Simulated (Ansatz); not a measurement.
# O2Ta: the cost of one run

Computed with Ansatz 0.2.0, Gaussian basis. Level: UKS PBE0/def2-TZVP.

**1. The starting structure**

3 atoms, charge 0, spin multiplicity 6.

Atoms are counted from 1 here; the program's logs count them from 0.

Bond lengths: Ta1–O2 1.871 Å, Ta1–O3 1.871 Å. Angles: O2–Ta1–O3 180.0°.

The start was built by rule and, where that kept it together, relaxed with GFN2-xTB. Sticks and bond lists go by distance. No spin-orbit coupling is included. Elements past krypton take def2 core potentials.

**2. The run**

Input file in.yaml:

```yaml
crystal:
  periodic: [false, false, false]
  atoms:
    - {symbol: Ta, position_ang: [0.000000, 0.000000, 0.000000]}
    - {symbol: O, position_ang: [0.000000, 0.000000, -1.871070]}
    - {symbol: O, position_ang: [0.000000, 0.000000, 1.871070]}
basis:
  gaussian: {orbitals: def2-TZVP}
magnetization: {spin_polarized: true, initial_magnetization: 5}
hamiltonian: {xc: pbe0}
relax: {f_tol: 0.004, max_steps: 80}
```

Command:

```sh
ansatz run in.yaml --threads 1 --pin off --events-out ev --progress --plain --max-ram 2176MiB
```

**Question.** How long does this run take on 1 thread of Intel Xeon 6975P-C, shared host, and how much memory does it need?

About 48 s, with a peak of 0.28 GiB.
